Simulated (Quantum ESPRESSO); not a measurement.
Runs of Quantum ESPRESSO 7.5 on AlCl (aluminium monochloride). The cell holds a molecule in a box, 2 atoms: a = 9.000 Å, b = 9.000 Å, c = 12.000 Å, α = 90.00°, β = 90.00°, γ = 90.00°. 

```csv
task,level,potentials or basis,cell,cutoff (eV),smearing,boundary across the vacuum,form of the LDA correlation,assume isolated,gap on the mesh (eV),largest force (eV/Å)
single point,LDA,PseudoDojo 0.4.1 SR LDA stringent,as given,762,gaussian 0.01 eV,mt,PW92,mt,3.69,0.01
real-space fields,PBE,PseudoDojo 0.4.1 SR PBE standard,as given,789,fermi-dirac 0.05 eV,none,-,-,(a),0.37
single point,PBE,PseudoDojo 0.4.1 SR PBE standard,"atoms moved at random, drawn with an rms of 0.05 Å",789,fermi-dirac 0.05 eV,none,-,-,3.70,0.91
real-space fields,LDA,PseudoDojo 0.4.1 SR LDA standard,"atoms moved at random, drawn with an rms of 0.1 Å",762,fermi-dirac 0.05 eV,none,PW92,-,3.70,0.51
```

Alike in all rows: no spin polarisation; k mesh 1 × 1 × 1.

Fill in the values left out.

(a) 3.71.

Caveats: this is a molecule in a periodic box, so the gap is that between its Kohn-Sham HOMO and LUMO and the box isn't a crystal.

A gap of «none» marks a metal or a gap under the smearing width.
